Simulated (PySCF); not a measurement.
# H3S3Yb (Yb(SH)3): the cost of one run

Method: several levels, as the steps say, no spin–orbit coupling; program: PySCF 2.14.0.

2 further runs of the same task are left out: 2 for a known fault of the program.

### Step 1. The system as given

7 atoms, charge 0, spin multiplicity 1.

Bond lengths: Yb1–S2 2.549 Å, Yb1–S4 2.549 Å, Yb1–S6 2.549 Å, S2–H3 1.358 Å, S4–H5 1.358 Å, S6–H7 1.358 Å. Angles: S2–Yb1–S4 120.0°, S2–Yb1–S6 120.0°, S4–Yb1–S6 120.0°, Yb1–S2–H3 93.9°, Yb1–S4–H5 93.9°, Yb1–S6–H7 93.9°.

Geometry (Å):

```xyz
7
H3S3Yb
Yb    0.0000    0.0000    0.8594
S     2.5103   -0.4412    0.8778
H     2.8358    0.8769    0.8872
S    -0.8730    2.3946    0.8778
H    -2.1773    2.0174    0.8872
S    -1.6372   -1.9533    0.8778
H    -0.6585   -2.8943    0.8872
```

Formal oxidation states: Yb +3. Each metal's 13 4f electrons lie in its core potential, so multiplicities, spins and levels count the valence alone. An earlier session relaxed this geometry at B3LYP, Yb lcecp-1-SVP with ECP59, S def2-SVP, H def2-SVP (singlet, point group C3).

At B3LYP on the finer grid: E = -1235.640724 Eh, HOMO -7.21 eV, LUMO -2.73 eV, Mulliken charge on Yb1 +0.73 e, largest force component 0.010 eV/Å. 

Levels to run: PBE; BLYP; r2SCAN; HF; B3LYP, TZVP. Hardware: 2 threads of Arm Neoverse V2, shared host.

### Step 2. PBE

run.py (the lines that set the calculation)

```python
mol = gto.M(atom='''
Yb     0.00000     0.00000     0.85940
S      2.51025    -0.44121     0.87777
H      2.83581     0.87690     0.88719
S     -0.87303     2.39455     0.87777
H     -2.17732     2.01744     0.88719
S     -1.63722    -1.95334     0.87777
H     -0.65849    -2.89434     0.88719''',
    basis={'Yb': 'lcecp-1-SVP', 'S': 'def2-SVP', 'H': 'def2-SVP'},
    ecp={'Yb': 'lcecp-1-SVP'},
    charge=0, spin=0)
mf = dft.RKS(mol, xc='PBE')
mf.grids.atom_grid = (75, 302)  # f atoms: unpruned, at least (60, 302)
mf = mf.density_fit()  # fitting sets: Yb AutoAux, S def2-universal-JKFIT, H def2-universal-JKFIT
mf.conv_tol = 1e-08; mf.max_cycle = 55
mf.kernel(dm0)  # dm0: the density of the relaxed state
```

Run with:

```sh
$ OMP_NUM_THREADS=2 python run.py
```

**Question.** How long does this run take on 2 threads of Arm Neoverse V2, shared host?

About 4.6 s.
